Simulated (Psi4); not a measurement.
# USVWN5/cc-pVTZ run of GeH3O (SMILES [OH][GeH2])

Aim: the energy change on altering one bond length of GeH3O at USVWN5/cc-pVTZ, from 2 runs. 

The results are computed with Psi4 1.11.

1 further run of the same task is left out (set aside as unsound or not needed).

## (1) The molecule

GeH3O has 5 atoms, charge 0, and is taken as a doublet. SMILES: `[OH][GeH2]`. Geometry: relaxed at PBE0-D4/def2-TZVP. This is one conformer, not always the lowest.

Bond lengths: O1–Ge2 1.786 Å, O1–H3 0.960 Å, Ge2–H4 1.546 Å, Ge2–H5 1.557 Å. Angles: O1–Ge2–H4 103.8°, O1–Ge2–H5 108.9°, Ge2–O1–H3 112.6°, H4–Ge2–H5 111.8°.

## (2) A single-point energy at USVWN5/cc-pVTZ

calc.dat reads:

```
memory 1600 mb

molecule {
  0 2
  O      0.355500    -1.075800     0.460700
  Ge    -0.520100     0.416100     0.017700
  H      1.097400    -0.907600     1.046500
  H     -1.396800    -0.014400    -1.180300
  H      0.513900     1.508000    -0.385900
  symmetry c1
  no_reorient
  no_com
}

set basis cc-pVTZ
set reference uks
set puream true
set e_convergence 1e-09
set d_convergence 1e-08
set scf_type pk
set dft_radial_points 99
set dft_spherical_points 590
set maxiter 200

e_tot, wfn = energy('scf', dft_functional={"name": "SVWN5", "x_functionals": {"LDA_X": {}}, "c_functionals": {"LDA_C_VWN": {}}}, return_wfn=True)
oeprop(wfn, 'QUADRUPOLE', 'DIPOLE', 'MULLIKEN_CHARGES', title='SCF')
```

Started as:

```sh
$ psi4 -n 1 calc.dat calc.out
```

calc.out:

```text
[...]
  Running in c1 symmetry.
[...]
  Nuclear repulsion =  113.083763680620223
[...]
  Multiplicity = 2
[...]
  Nalpha       = 22
  Nbeta        = 21
[...]
    Number of basis functions: 115
[...]
   @UKS iter   1: -2148.96952595924995   -1.82875e+00   1.96830e-02 DIIS/ADIIS
[...]
   @UKS iter  13: -2150.36173502732754   -4.09273e-12   2.59770e-09 DIIS
[...]
   @S^2 Observed:                7.507773453E-01
[...]
    Orbital Energies [Eh]
    ---------------------
    Alpha Occupied:
       1A   -396.341154     2A    -49.108521     3A    -43.779657
       4A    -43.778705     5A    -43.778173     6A    -18.618807
       7A     -5.954854     8A     -4.189699     9A     -4.187941
      10A     -4.185797    11A     -1.119964    12A     -1.114586
      13A     -1.113856    14A     -1.112120    15A     -1.111981
      16A     -0.902652    17A     -0.519950    18A     -0.418920
      19A     -0.336090    20A     -0.312853    21A     -0.288678
      22A     -0.179484
    Alpha Virtual:
      23A     -0.039473    24A      0.013128    25A      0.029801
[...]
  @UKS Final Energy: -2150.36173502732754
   => Energetics <=
    Nuclear Repulsion Energy =            113.0837636806202227
    One-Electron Energy =               -3224.7964532927726395
    Two-Electron Energy =                1046.2827169660552045
    DFT Exchange-Correlation Energy =     -84.9317623812297455
    Empirical Dispersion Energy =           0.0000000000000000
    VV10 Nonlocal Energy =                  0.0000000000000000
    Total Energy =                      -2150.3617350273275406
[...]
 Multipole Moments:
 ------------------------------------------------------------------------------------
     Multipole            Electronic (a.u.)      Nuclear  (a.u.)        Total (a.u.)
 ------------------------------------------------------------------------------------
 L = 1.  Multiply by 2.5417464519 to convert [e a0] to [Debye]
 Dipole X            :         25.9578879          -25.6713625            0.2865254
 Dipole Y            :         -9.6478971           10.0057219            0.3578248
 Dipole Z            :         -6.8459598            7.0530248            0.2070650
 Magnitude           :                                                    0.5030023
 L = 2.  Multiply by 1.3450342976 to convert [e a0^2] to [Debye ang]
 Quadrupole XX       :        -63.8066295           46.7330989          -17.0735306
 Quadrupole XY       :         35.8033636          -36.3739230           -0.5705594
[...]
  Mulliken Charges: (a.u.)
   Center  Symbol    Alpha    Beta     Spin     Total
       1     O     4.23714  4.11498  0.12216 -0.35212
       2    GE    16.27017 15.53708  0.73309  0.19274
       3     H     0.39916  0.40147 -0.00231  0.19938
       4     H     0.53801  0.47227  0.06574 -0.01027
       5     H     0.55552  0.47421  0.08131 -0.02973
   Total alpha = 22.00000, Total beta = 21.00000, Total charge = -0.00000
    Psi4 run time: 0:00:25.08
```

It took 26 s on 1 thread of Intel Xeon 6975P-C (Granite Rapids), shared host; peak memory 1.5 GiB.

## (3) The distorted shape: energy and gradient at USVWN5/cc-pVTZ

geh3o.in reads:

```
memory 1600 MB

molecule m {
  0 2
  O
  Ge 1 1.78569
  H 1 1.2482 2 112.57468
  H 2 1.545683 1 103.75107 3 165.58826
  H 2 1.557015 4 111.78218 1 117.23472
  units angstrom
  symmetry c1
  no_reorient
  no_com
}

set basis cc-pVTZ
set reference uks
set puream true
set e_convergence 1e-09
set d_convergence 1e-08
set scf_type pk
set dft_radial_points 99
set dft_spherical_points 590
set maxiter 200

result, w = gradient("scf", dft_functional={"name": "SVWN5", "x_functionals": {"LDA_X": {}}, "c_functionals": {"LDA_C_VWN": {}}}, return_wfn=True)
oeprop(w, "QUADRUPOLE", "WIBERG_LOWDIN_INDICES", "LOWDIN_CHARGES", title="SCF")
```

Started as:

```sh
$ psi4 -i geh3o.in -o geh3o.out -n 1
```

geh3o.out, shortened:

```text
[...]
  Running in c1 symmetry.
[...]
  Nuclear repulsion =  111.443550257502849
[...]
  Multiplicity = 2
[...]
  Nalpha       = 22
  Nbeta        = 21
[...]
    Number of basis functions: 115
[...]
   @UKS iter   1: -2148.88668076894282   -1.84548e+00   1.97854e-02 ADIIS/DIIS
[...]
   @UKS iter  14: -2150.32306861208508   -2.72848e-12   3.21473e-09 DIIS
[...]
   @S^2 Observed:                7.509054032E-01
[...]
  @UKS Final Energy: -2150.32306861208508
   => Energetics <=
    Nuclear Repulsion Energy =            111.4435502575028494
    One-Electron Energy =               -3221.7799649652893095
    Two-Electron Energy =                1044.8407124980240042
    DFT Exchange-Correlation Energy =     -84.8273664023228235
    Empirical Dispersion Energy =           0.0000000000000000
    VV10 Nonlocal Energy =                  0.0000000000000000
    Total Energy =                      -2150.3230686120850805
[...]
  -Total Gradient:
     Atom            X                  Y                   Z
    ------   -----------------  -----------------  -----------------
       1        0.000045351121    -0.095703088448     0.043683866360
       2       -0.002697528420    -0.006377619032     0.002290613511
       3        0.000206135644     0.100495514589    -0.046312165125
       4        0.001228685570     0.001984026565     0.001281424383
       5        0.001219065046    -0.000403942148    -0.000940354408
[...]
 Multipole Moments:
 ------------------------------------------------------------------------------------
     Multipole            Electronic (a.u.)      Nuclear  (a.u.)        Total (a.u.)
 ------------------------------------------------------------------------------------
 L = 1.  Multiply by 2.5417464519 to convert [e a0] to [Debye]
 Dipole X            :          1.4029022           -1.4522986           -0.0493964
 Dipole Y            :         -0.1416994            0.7203992            0.5786998
 Dipole Z            :          3.4432570           -3.4276516            0.0156055
 Magnitude           :                                                    0.5810138
 L = 2.  Multiply by 1.3450342976 to convert [e a0^2] to [Debye ang]
 Quadrupole XX       :        -23.8302311            4.4356205          -19.3946106
 Quadrupole XY       :          1.8419752           -1.8665842           -0.0246090
[...]
```

Run time: 66 s. Hardware: 1 thread of Intel Xeon 6975P-C (Granite Rapids), shared host; peak memory 1.5 GiB.

## (4) What came out

At USVWN5/cc-pVTZ:

```
                                                         quantity           value
                                        first shape: total energy  -2150.36174 Eh
                                       first shape: dipole moment          1.28 D
                  first shape: HOMO energy (highest over α and β)        -4.88 eV
                   first shape: LUMO energy (lowest over α and β)        -3.92 eV
                                                first shape: ⟨S²⟩           0.751
                                    distorted shape: total energy  -2150.32307 Eh
                                   distorted shape: dipole moment          1.48 D
              distorted shape: HOMO energy (highest over α and β)        -4.77 eV
               distorted shape: LUMO energy (lowest over α and β)        -3.83 eV
                                            distorted shape: ⟨S²⟩           0.751
                        distorted shape: largest force on an atom      5.690 eV/Å
energy change with the O1–H3 bond stretched from 0.960 to 1.248 Å        1.052 eV
```

**Reading.** With the O1–H3 bond stretched from 0.960 to 1.248 Å the energy rises by 1.05 eV (24 kcal/mol). The first shape isn't relaxed at this level, so the change isn't measured from a minimum.
